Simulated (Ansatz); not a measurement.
# Mg2Pd: how the settings move a single-point run

Aim: see which settings change the result for Mg2Pd, by how much, and at what cost.

Method: reference: DFT, r2SCAN, PAW with Ansatz's default frozen-core files, scalar-relativistic, in Ansatz 0.2.0.

3 further runs of the same task are left out: 3 that didn't finish. Runs told in other sessions of the task aren't counted.

## 1. The structure to begin with

Symmetry: Cm, No. 8, monoclinic system. Conventional cell: a = 4.582 Å, b = 4.582 Å, c = 5.536 Å, α = 90.00°, β = 114.44°, γ = 90.00°. Mg (site symmetry m) has 1 Pd at 1.58 Å in its first shell of neighbours. Mg (site symmetry m) has 1 Pd at 2.55 Å and 1 Mg at 2.70 Å in its first shell of neighbours. Around Pd (site symmetry m) lie 1 Mg at 1.58 Å.

Coordinates:

```cif
data_structure
_symmetry_space_group_name_H-M 'Cm'
_symmetry_Int_Tables_number 8
_cell_length_a 4.5821
_cell_length_b 4.5821
_cell_length_c 5.5364
_cell_angle_alpha 90.000
_cell_angle_beta 114.445
_cell_angle_gamma 90.000
_cell_volume 105.82
loop_
_atom_site_label
_atom_site_type_symbol
_atom_site_symmetry_multiplicity
_atom_site_Wyckoff_symbol
_atom_site_fract_x
_atom_site_fract_y
_atom_site_fract_z
_atom_site_occupancy
Mg1 Mg 2 a 0.77870 0.50000 0.76740 1
Mg2 Mg 2 a 0.64722 0.00000 0.29443 1
Pd1 Pd 2 a 0.57408 0.50000 0.93817 1
```

## 2. Baseline

Input file input.yaml:

```yaml
crystal:
  lattice:
    - [-1.6200259, 1.6200259, 5.04011328]
    - [1.6200259, -1.6200259, 5.04011328]
    - [1.6200259, 1.6200259, -5.04011328]
  atoms:
    - { symbol: Mg, position: [0.5113011219, 0.5113011219, -0.21] }
    - { symbol: Mg, position: [0.35278339, 0.35278339, 0.0] }
    - { symbol: Pd, position: [0.1359154881, 0.1359154881, 0.21] }
kpoints:
  mp_grid: { grid: [13, 13, 13] }
scf:
  occupations: { method: fermi_dirac, width: 0.05 }
hamiltonian:
  xc: r2scan
  pseudopotentials: { kind: paw, partial_waves: polarizable }
output:
  forces: true
  stress: true
  eigenvalues: true
  write_density: true
  write_potential: true
  elf: true
  volumetric_format: npy
```

Launch:

```
ansatz run input.yaml --threads 1 --pin off --max-ram 3072MiB --backend cpu --events-out ev --progress --plain --runs-dir out
```

## 3. Changing settings: chi_scale 0.1, eigensolver.kind davidson

Changes to input.yaml since step 2:

```diff
@@ -13,2 +13,4 @@
   occupations: { method: fermi_dirac, width: 0.05 }
+  initial_density: { chi_scale: 0.1 }
+  eigensolver: { kind: davidson }
 hamiltonian:
@@ -20,5 +22 @@
   eigenvalues: true
-  write_density: true
-  write_potential: true
-  elf: true
-  volumetric_format: npy
```

**Question.** What will these runs give? Wanted: for each run, ending; energy change; pressure; gap; force.

**Answer**, as computed:

| run | ending | energy change | pressure (GPa) | gap (eV) | force (eV/Å) | cycles | time |
| --- | --- | --- | --- | --- | --- | --- | --- |
| reference | converged | 0 | 52.6 | 0.00 | 31.98 | 9 | 96 s |
| 1: chi_scale 0.1, eigensolver.kind davidson | converged | 0.0 meV/atom | 52.6 | 0.00 | 31.98 | 10 | 2.1 min |

Times don't compare one to one where runs were asked for different outputs or read a saved state (see the inputs); cycles may leave out searches for a lower state.

Residual by cycle in the longest SCF loop of each run; runs are numbered as in the table. The quantity is the density residual dr2, in eV.

| cycle | reference | run 1 |
| --- | --- | --- |
| 1 | 0.194 | 23.5 |
| 2 | 0.0272 | 0.75 |
| 3 | 0.00508 | 0.231 |
| 4 | 5.5e-4 | 0.0332 |
| 5 | 9.8e-5 | 0.00489 |
| 6 | 9.9e-6 | 5.8e-4 |
| 7 | 1.7e-6 | 2.9e-5 |
| 8 | 1.5e-7 | 3.5e-6 |
| 9 | 1.9e-8 | 5.0e-7 |
| 10 | - | 2.9e-8 |

**Reading.** With the changed start and solver the energy agrees within 0.5 meV/atom. The structure is not at rest: the sound run finds 53 GPa, so these are no properties of the relaxed crystal. 
